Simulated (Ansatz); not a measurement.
# CH₃NSSi: vertical ionisation energy

One table from this session's results is given with a row withheld; the runs are named, their logs left out.

Method: unrestricted cation, the program's frozen cores in correlated methods; program: Ansatz 0.2.0, Gaussian basis.

The runs, in order: UKS PBE-D4/def2-TZVPP; UKS r2SCAN-D4/def2-TZVPP; UKS PBE0-D4/def2-TZVPP; UKS B3LYP-D4/def2-TZVPP; UKS wB97X-V/def2-TZVPP; UKS wB97M-V/def2-TZVPP; UKS B2PLYP/def2-TZVPP; UHF-CCSD(T)/def2-TZVPP; UHF-MP2/def2-QZVPP; extrapolation to the limit; then −ε(HOMO) from the neutral's earlier runs with LDA (SPW92), PBE-D4, revPBE-D4, BLYP-D4, r2SCAN-D4, B97M-V, PBE0-D4, B3LYP-D4, r2SCANh-D4, r2SCAN0-D4, HSE06-D4, BHLYP-D4, CAM-B3LYP-D4, LC-ωPBE, ωB97X-V, ωB97M-V.

## The relaxed structure

All runs share one geometry, relaxed beforehand with PBE0-D4 in a triple-zeta def2 set.

7 atoms, charge 0, spin multiplicity 1.

Atoms are counted from 1 here; the program's logs count them from 0.

Bond lengths: S1–C2 1.717 Å, S1–H5 1.350 Å, C2–N3 1.282 Å, C2–Si4 1.779 Å, N3–Si4 1.782 Å, Si4–H6 1.476 Å, Si4–H7 1.476 Å. Angles: C2–S1–H5 96.1°, S1–C2–N3 133.3°, S1–C2–Si4 157.7°, N3–C2–Si4 69.0°, C2–N3–Si4 68.8°, C2–Si4–N3 42.2°, C2–Si4–H6 121.4°, C2–Si4–H7 121.4°, N3–Si4–H6 118.9°, N3–Si4–H7 118.9°, H6–Si4–H7 114.5°.

The first run:

File in.yaml:

```yaml
crystal:
  periodic: [false, false, false]
  atoms:
    - {symbol: S, position_ang: [-0.877611, 1.109712, -1.706179]}
    - {symbol: C, position_ang: [-0.265174, 0.215623, -0.374351]}
    - {symbol: N, position_ang: [-0.810526, -0.559311, 0.489540]}
    - {symbol: Si, position_ang: [0.942681, -0.412544, 0.771104]}
    - {symbol: H, position_ang: [-2.163940, 0.728052, -1.555777]}
    - {symbol: H, position_ang: [1.416776, 0.397885, 1.910364]}
    - {symbol: H, position_ang: [1.818994, -1.547417, 0.419501]}
basis:
  gaussian: {orbitals: def2-TZVPP}
total_charge: 1
magnetization: {spin_polarized: true, initial_magnetization: 1}
hamiltonian: {xc: pbe, dispersion: d4}
```

On the command line:

```console
$ ansatz run in.yaml --threads 2 --pin off --events-out ev --progress --plain --max-ram 4352MiB
```

Steps of the session up to this table: Cation, UKS PBE-D4/def2-TZVPP; Cation, UKS r2SCAN-D4/def2-TZVPP; Cation, UKS PBE0-D4/def2-TZVPP; Cation, UKS B3LYP-D4/def2-TZVPP; Cation, UKS wB97X-V/def2-TZVPP; Cation, UKS wB97M-V/def2-TZVPP; Cation, UKS B2PLYP (frozen core)/def2-TZVPP; Cation, UHF-CCSD(T)/def2-TZVPP; Cation, UHF-MP2/def2-QZVPP.

One of the session's tables, all rows but one given; the rest of the session is left out.

Orbital estimates, from the neutral's runs:

| functional | −ε(HOMO) (eV) |
| --- | --- |
| LDA (SPW92) | 5.92 |
| PBE-D4 | 5.76 |
| revPBE-D4 | 5.70 |
| BLYP-D4 | 5.61 |
| r2SCAN-D4 | ? |
| B97M-V | 6.04 |
| PBE0-D4 | 6.94 |
| B3LYP-D4 | 6.71 |
| r2SCANh-D4 | 6.41 |
| r2SCAN0-D4 | 7.08 |
| HSE06-D4 | 6.54 |
| BHLYP-D4 | 8.00 |
| CAM-B3LYP-D4 | 8.23 |
| LC-ωPBE | 9.54 |
| ωB97X-V | 9.20 |
| ωB97M-V | 9.09 |

Estimate the missing values for r2SCAN-D4.

Worked estimate for «−ε(HOMO) (eV)». Against the share of exact exchange, r2SCANh-D4 (0.1, 6.41), r2SCAN0-D4 (0.25, 7.08) give a slope of 4.47 per unit share; at 0 the line stands at 5.96.

**Answer.** −ε(HOMO) (eV): 5.97. In «−ε(HOMO) (eV)» the line misses by -0.01.

To keep in mind: The cation may have settled in a state other than its lowest; no search over hole states beyond the program's own was made.
